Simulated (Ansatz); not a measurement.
# AlBH6O2: the cost of one run

All numbers below are computed with Ansatz 0.2.0 (RKS B3LYP-D4/6-31G*).

**1. The starting structure**

Bond lengths: B1–O2 1.760 Å, O2–H3 1.010 Å, B1–H4 1.190 Å, B1–H5 1.190 Å, B1–O6 1.710 Å, O6–Al7 1.780 Å, Al7–H8 1.560 Å, Al7–H9 1.560 Å, O2–H10 1.098 Å, O6–H10 1.123 Å, Al7–H10 1.396 Å. Angles (14 of 21 angles, heavy atoms first): O2–B1–O6 71.6°, B1–O6–Al7 125.0°, B1–O2–H3 109.5°, B1–O2–H10 77.2°, O2–B1–H4 120.0°, O2–B1–H5 120.0°, H4–B1–O6 96.8°, H5–B1–O6 101.3°, B1–O6–H10 78.9°, Al7–O6–H10 51.6°, O6–Al7–H8 120.0°, O6–Al7–H9 120.0°, O6–Al7–H10 39.1°, O2–H10–O6 132.2°.

As a file:

```xyz
10

B     0.0000    0.0000    0.0000
O     0.0000    0.0000    1.7600
H    -0.9095   -0.2814    2.0971
H     1.0305    0.0000   -0.5950
H    -1.0305    0.0000   -0.5950
O     0.0766    1.6210    0.5392
Al    0.7098    2.1426    2.1189
H     1.2046    1.0815    3.1499
H     0.7698    3.6608    2.4724
H     0.0506    1.0697    1.5173
```

**2. Pulling towards end A**

Springs on the bonds that form and break draw the guess towards this end; the thresholds are loose.

input.yaml

```yaml
crystal:
  periodic: [false, false, false]
  atoms:
    - { symbol: B, position_ang: [0.0, 0.0, 0.0] }
    - { symbol: O, position_ang: [0.0, 0.0, 1.76] }
    - { symbol: H, position_ang: [-0.9095, -0.2814, 2.0971] }
    - { symbol: H, position_ang: [1.0305, 0.0, -0.595] }
    - { symbol: H, position_ang: [-1.0305, 0.0, -0.595] }
    - { symbol: O, position_ang: [0.0766, 1.621, 0.5392] }
    - { symbol: Al, position_ang: [0.7098, 2.1426, 2.1189] }
    - { symbol: H, position_ang: [1.2046, 1.0815, 3.1499] }
    - { symbol: H, position_ang: [0.7698, 3.6608, 2.4724] }
    - { symbol: H, position_ang: [0.0506, 1.0697, 1.5173] }
basis:
  gaussian: { orbitals: "6-31G*" }
hamiltonian:
  xc: b3lyp
  dispersion: d4
relax:
  f_tol: 0.15
  max_steps: 25
  restrain:
    - { distance: [0, 5], at: 2.61, k: 30.0 }
    - { distance: [9, 1], at: 2.21, k: 30.0 }
    - { distance: [0, 1], at: 1.41, k: 30.0 }
    - { distance: [9, 5], at: 1.01, k: 30.0 }
```

The run is started by

```
> ansatz run input.yaml --threads 2 --pin off --max-ram 3072MiB --backend cpu --events-out ev --progress --plain --runs-dir out
```

What time and memory should one allow on 2 threads of Intel Xeon 6975P-C (Granite Rapids), shared host?

About 21 s, with a peak of 0.17 GiB.
